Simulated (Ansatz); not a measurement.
Crystal: AgRh.

```
Ag Rh
1.0
     2.77759    0.00000    0.00000
    -1.38879    2.40546    0.00000
     0.00000    0.00000    4.80860
Ag Rh
1 1
Direct
  0.00000 0.00000 0.50000
  0.66667 0.33333 0.00000
```

The cell comes from a database or a generator and needn't be the stable form of this composition.

Program: Ansatz 0.2.0. Alike in all runs: task band structure; no spin polarisation; cell as given; k mesh 11 × 11 × 6; cutoff (eV) 263; smearing fermi-dirac 0.05 eV; basis error allowed 0.001 eV/atom.

**Question.** Order these runs on this cell by their pressure, lowest first.
A. level LDA; potentials or basis all-electron LAPW, scalar-relativistic
B. level PBEsol; potentials or basis all-electron LAPW, inner shells corrected to Dirac's equation
C. level PBEsol; potentials or basis all-electron LAPW, non-relativistic

**Answer.** A (-15.6 GPa), B (-10.6 GPa), C (-2.5 GPa).

Caveats: relativity is left out, which matters for the heavier elements (some runs).

Not every run made on this cell is shown here.
